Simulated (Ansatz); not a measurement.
# C₂H₈HfO₃S: basis-set convergence

One table from this session's results is given with a row withheld; the runs are named, their logs left out.

Program: Ansatz 0.2.0, Gaussian basis. Level of theory: one geometry, several basis sets. These are calculated values, not measurements.

Plan: PBE0-D4/def2-SVP; ωB97M-V/def2-SVP; PBE0-D4/def2-QZVPP; ωB97M-V/def2-QZVPP; the functionals' def2-TZVPP values are taken from earlier runs.

### Structure used throughout

The geometry comes from an earlier relaxation with PBE0-D4 in a triple-zeta def2 set; it is a stationary point, not always the lowest conformer. Hf takes the def2 core potential; no spin-orbit term is included.

SMILES `C[O][Hf]([OH])([OH])[S]C`, 15 atoms, charge 0, spin multiplicity 1.

Atoms are counted from 1 here; the program's logs count them from 0.

Bond lengths: C1–O2 1.389 Å, C1–H8 1.095 Å, C1–H9 1.095 Å, C1–H10 1.095 Å, O2–Hf3 1.908 Å, Hf3–O4 1.926 Å, Hf3–O5 1.929 Å, Hf3–S6 2.461 Å, O4–H11 0.951 Å, O5–H12 0.951 Å, S6–C7 1.827 Å, C7–H13 1.090 Å, C7–H14 1.090 Å, C7–H15 1.091 Å. Angles: O2–C1–H8 110.8°, O2–C1–H9 110.2°, O2–C1–H10 110.6°, H8–C1–H9 108.4°, H8–C1–H10 108.5°, H9–C1–H10 108.3°, C1–O2–Hf3 173.7°, O2–Hf3–O4 113.4°, O2–Hf3–O5 112.4°, O2–Hf3–S6 104.7°, O4–Hf3–O5 109.2°, O4–Hf3–S6 108.3°, O5–Hf3–S6 108.5°, Hf3–O4–H11 165.8°, Hf3–O5–H12 157.9°, Hf3–S6–C7 98.5°, S6–C7–H13 107.5°, S6–C7–H14 111.2° and more.

Set-up of the first run:

File in.yaml:

```yaml
crystal:
  periodic: [false, false, false]
  atoms:
    - {symbol: C, position_ang: [-2.838078, 1.460438, 0.591001]}
    - {symbol: O, position_ang: [-1.676199, 0.790022, 0.232092]}
    - {symbol: Hf, position_ang: [-0.186674, -0.309407, -0.228291]}
    - {symbol: O, position_ang: [-0.226148, -2.042244, 0.611965]}
    - {symbol: O, position_ang: [0.001249, -0.533791, -2.135329]}
    - {symbol: S, position_ang: [1.776932, 0.911506, 0.613529]}
    - {symbol: C, position_ang: [3.062024, -0.310630, 0.175088]}
    - {symbol: H, position_ang: [-3.460075, 0.838750, 1.243685]}
    - {symbol: H, position_ang: [-2.591699, 2.382965, 1.126200]}
    - {symbol: H, position_ang: [-3.422023, 1.723122, -0.297477]}
    - {symbol: H, position_ang: [-0.387592, -2.948873, 0.847659]}
    - {symbol: H, position_ang: [-0.071322, -0.320483, -3.059476]}
    - {symbol: H, position_ang: [4.026150, 0.112194, 0.457294]}
    - {symbol: H, position_ang: [2.919284, -1.244419, 0.719221]}
    - {symbol: H, position_ang: [3.074180, -0.509150, -0.897169]}
basis:
  gaussian: {orbitals: def2-SVP}
hamiltonian: {xc: pbe0, dispersion: d4}
output: {orbitals: {seedname: orbitals}}
```

Started as:

```bash
$ ansatz run in.yaml --threads 2 --pin off --events-out ev --progress --plain --max-ram 22528MiB --backend cpu
```

Among the steps run: PBE0-D4 in def2-SVP; ωB97M-V in def2-SVP; PBE0-D4 in def2-QZVPP; ωB97M-V in def2-QZVPP.

One table of the session follows, with a row left open; its other results are not shown here.

It belongs to the step «Functionals by basis». 

| functional | basis | HOMO (eV) | LUMO (eV) |
| --- | --- | --- | --- |
| PBE0-D4 | def2-SVP | -6.27 | 0.01 |
| PBE0-D4 | def2-TZVPP | -6.38 | -0.10 |
| PBE0-D4 | def2-QZVPP | -6.42 | -0.28 |
| ωB97M-V | def2-SVP | ? | ? |
| ωB97M-V | def2-TZVPP | -8.54 | 1.13 |
| ωB97M-V | def2-QZVPP | -8.59 | 0.60 |

Q: Estimate the row for ωB97M-V, def2-SVP from the others.

The run gave: HOMO (eV): -8.40; LUMO (eV): 1.36. In the column «HOMO (eV)» it lies between ωB97M-V, def2-TZVPP (-8.54) and PBE0-D4, def2-QZVPP (-6.42).
